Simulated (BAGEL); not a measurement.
**CH3FGeS (SMILES F[CH]1[S][GeH2]1): HF/3-21G (density fitting with qzvpp-jkfit)**

What is the energy change on altering one bond length of CH3FGeS at HF/3-21G (density fitting with qzvpp-jkfit)? 

Program for the calculation: BAGEL 1.2.2.

8 further runs of the same task are left out: 7 that didn't finish, 1 set aside as unsound or not needed.

## Step 1: The structure to begin with

CH3FGeS: 7 atoms, total charge 0, spin state singlet. As SMILES, `F[CH]1[S][GeH2]1`. The shape is that of a PBE0-D4/def2-TZVP optimisation.

Bond lengths: F1–C2 1.364 Å, C2–S3 1.820 Å, C2–Ge4 1.943 Å, S3–Ge4 2.204 Å, C2–H5 1.087 Å, Ge4–H6 1.527 Å, Ge4–H7 1.525 Å. Some angles: F1–C2–S3 115.4°, F1–C2–Ge4 118.9°, S3–C2–Ge4 71.6°, C2–S3–Ge4 56.8°, C2–Ge4–S3 51.6°, F1–C2–H5 110.0°, S3–C2–H5 114.3°, Ge4–C2–H5 121.6°, C2–Ge4–H6 121.4°, C2–Ge4–H7 117.7°.

## Step 2: A single-point energy at HF/3-21G (density fitting with qzvpp-jkfit)

The input, input.json:

```json
{ "bagel" : [

{
  "title" : "molecule",
  "basis" : "3-21g",
  "df_basis" : "qzvpp-jkfit",
  "angstrom" : "true",
  "geometry" : [
    { "atom" : "F", "xyz" : [   -0.249100,   -0.099400,   -1.988100 ] },
    { "atom" : "C", "xyz" : [   -0.596800,   -0.308400,   -0.686300 ] },
    { "atom" : "S", "xyz" : [    0.265900,   -1.680400,    0.141800 ] },
    { "atom" : "Ge", "xyz" : [    0.527900,    0.431200,    0.715500 ] },
    { "atom" : "H", "xyz" : [   -1.678800,   -0.337800,   -0.591600 ] },
    { "atom" : "H", "xyz" : [   -0.054800,    0.853200,    2.062900 ] },
    { "atom" : "H", "xyz" : [    1.846800,    1.073600,    0.300000 ] }
  ]
},
{
  "title" : "hf"
},
{
  "title" : "print",
  "file" : "orbitals.molden",
  "orbitals" : "true"
}

]}
```

Launch:

```
$ BAGEL_NUM_THREADS=1 BAGEL input.json > input.out
```

Output:

```text
* using 1 threads per process

  ===============================================================
  ===============================================================

  *** Geometry ***

  { "atom" : "F", "xyz" : [     -0.470731,     -0.187839,     -3.756965 ] },
  { "atom" : "C", "xyz" : [     -1.127789,     -0.582792,     -1.296919 ] },
  { "atom" : "S", "xyz" : [      0.502478,     -3.175496,      0.267963 ] },
  { "atom" : "Ge", "xyz" : [      0.997586,      0.814850,      1.352099 ] },
  { "atom" : "H", "xyz" : [     -3.172472,     -0.638349,     -1.117962 ] },
  { "atom" : "H", "xyz" : [     -0.103557,      1.612314,      3.898316 ] },
  { "atom" : "H", "xyz" : [      3.489946,      2.028810,      0.566918 ] },

  Number of auxiliary basis functions:      600

  Since a DF basis is specified, we compute 2- and 3-index integrals:
    o Being stored without compression. Storage requirement is 0.017 GB

  Number of basis functions:       59
  Number of electrons      :       66

    * METHOD: MOLECULE                             0.26

  *** RHF ***

  === Nuclear Repulsion ===
   353.2609166561

      * DIIS with orbital gradients will be used.

  === RHF iteration (3-21g) ===
      0      -2599.04308158          0.01603285           0.07
      1      -2599.12174816          0.00930379           0.07
      2      -2599.14451817          0.00124024           0.07
      3      -2599.14559462          0.00034293           0.07
      4      -2599.14568091          0.00011447           0.07
      5      -2599.14569488          0.00002675           0.07
      6      -2599.14569574          0.00000743           0.07
      7      -2599.14569581          0.00000268           0.07
      8      -2599.14569582          0.00000093           0.07
      9      -2599.14569582          0.00000038           0.07
     10      -2599.14569582          0.00000011           0.07
     11      -2599.14569582          0.00000003           0.07
     12      -2599.14569582          0.00000001           0.07
     13      -2599.14569582          0.00000000           0.07
    * SCF iteration converged.

    * Permanent dipole moment:
           (    0.142314,    -1.216976,    -0.997581) a.u.

    * METHOD: HF                                   1.10

    * METHOD: PRINT                                0.01

  ===============================================================
```

Wall time 1.6 s (1 thread of Arm Neoverse V2, shared host); peak memory 0.12 GiB.

## Step 3: The distorted shape, same level

The input, hf.json:

```json
{ "bagel" : [

{
  "title" : "molecule",
  "basis" : "3-21g",
  "df_basis" : "qzvpp-jkfit",
  "angstrom" : true,
  "geometry" : [
    { "atom" : "F", "xyz" : [   -0.196940,   -0.068047,   -2.183390 ] },
    { "atom" : "C", "xyz" : [   -0.596800,   -0.308400,   -0.686300 ] },
    { "atom" : "S", "xyz" : [    0.265900,   -1.680400,    0.141800 ] },
    { "atom" : "Ge", "xyz" : [    0.527900,    0.431200,    0.715500 ] },
    { "atom" : "H", "xyz" : [   -1.678800,   -0.337800,   -0.591600 ] },
    { "atom" : "H", "xyz" : [   -0.054800,    0.853200,    2.062900 ] },
    { "atom" : "H", "xyz" : [    1.846800,    1.073600,    0.300000 ] }
  ]
},
{
  "title" : "hf"
},
{
  "title" : "print",
  "file" : "orbitals.molden",
  "orbitals" : true
}

]}
```

Launch:

```
$ BAGEL_NUM_THREADS=1 BAGEL hf.json > hf.out
```

Output:

```text
* using 1 threads per process

  ===============================================================
  ===============================================================

  *** Geometry ***

  { "atom" : "F", "xyz" : [     -0.372163,     -0.128590,     -4.126009 ] },
  { "atom" : "C", "xyz" : [     -1.127789,     -0.582792,     -1.296919 ] },
  { "atom" : "S", "xyz" : [      0.502478,     -3.175496,      0.267963 ] },
  { "atom" : "Ge", "xyz" : [      0.997586,      0.814850,      1.352099 ] },
  { "atom" : "H", "xyz" : [     -3.172472,     -0.638349,     -1.117962 ] },
  { "atom" : "H", "xyz" : [     -0.103557,      1.612314,      3.898316 ] },
  { "atom" : "H", "xyz" : [      3.489946,      2.028810,      0.566918 ] },

  Number of auxiliary basis functions:      600

  Since a DF basis is specified, we compute 2- and 3-index integrals:
    o Being stored without compression. Storage requirement is 0.017 GB

  Number of basis functions:       59
  Number of electrons      :       66

    * METHOD: MOLECULE                             0.26

  *** RHF ***

  === Nuclear Repulsion ===
   345.6897713876

      * DIIS with orbital gradients will be used.

  === RHF iteration (3-21g) ===
      0      -2598.98876244          0.01870973           0.07
      1      -2599.08480345          0.01268366           0.07
      2      -2599.12637499          0.00160801           0.07
      3      -2599.12842494          0.00055120           0.07
      4      -2599.12865745          0.00017035           0.07
      5      -2599.12869151          0.00003982           0.07
      6      -2599.12869352          0.00001219           0.07
      7      -2599.12869368          0.00000476           0.07
      8      -2599.12869371          0.00000200           0.07
      9      -2599.12869371          0.00000074           0.07
     10      -2599.12869371          0.00000033           0.07
     11      -2599.12869371          0.00000012           0.07
     12      -2599.12869371          0.00000005           0.07
     13      -2599.12869371          0.00000002           0.07
     14      -2599.12869371          0.00000001           0.07
    * SCF iteration converged.

    * Permanent dipole moment:
           (    0.117265,    -1.157634,    -1.350219) a.u.

    * METHOD: HF                                   1.16

    * METHOD: PRINT                                0.01

  ===============================================================
```

It took 1.6 s on 1 thread of Arm Neoverse V2, shared host; peak memory 0.12 GiB.

## Step 4: Results

Level: HF/3-21G (density fitting with qzvpp-jkfit).

| quantity | value |
| --- | --- |
| first shape: total energy | -2599.14570 Eh |
| first shape: dipole moment | 4.02 D |
| first shape: HOMO energy | -9.96 eV |
| first shape: LUMO energy | 2.09 eV |
| first shape: HOMO–LUMO gap | 12.05 eV |
| distorted shape: total energy | -2599.12869 Eh |
| distorted shape: dipole moment | 4.53 D |
| distorted shape: HOMO energy | -10.26 eV |
| distorted shape: LUMO energy | 1.94 eV |
| distorted shape: HOMO–LUMO gap | 12.20 eV |
| energy change with the F1–C2 bond stretched from 1.364 to 1.568 Å | 0.463 eV |

In words: With the F1–C2 bond stretched from 1.364 to 1.568 Å the energy rises by 0.46 eV (44.6 kJ/mol). The first shape isn't relaxed at this level, so the change isn't measured from a minimum.
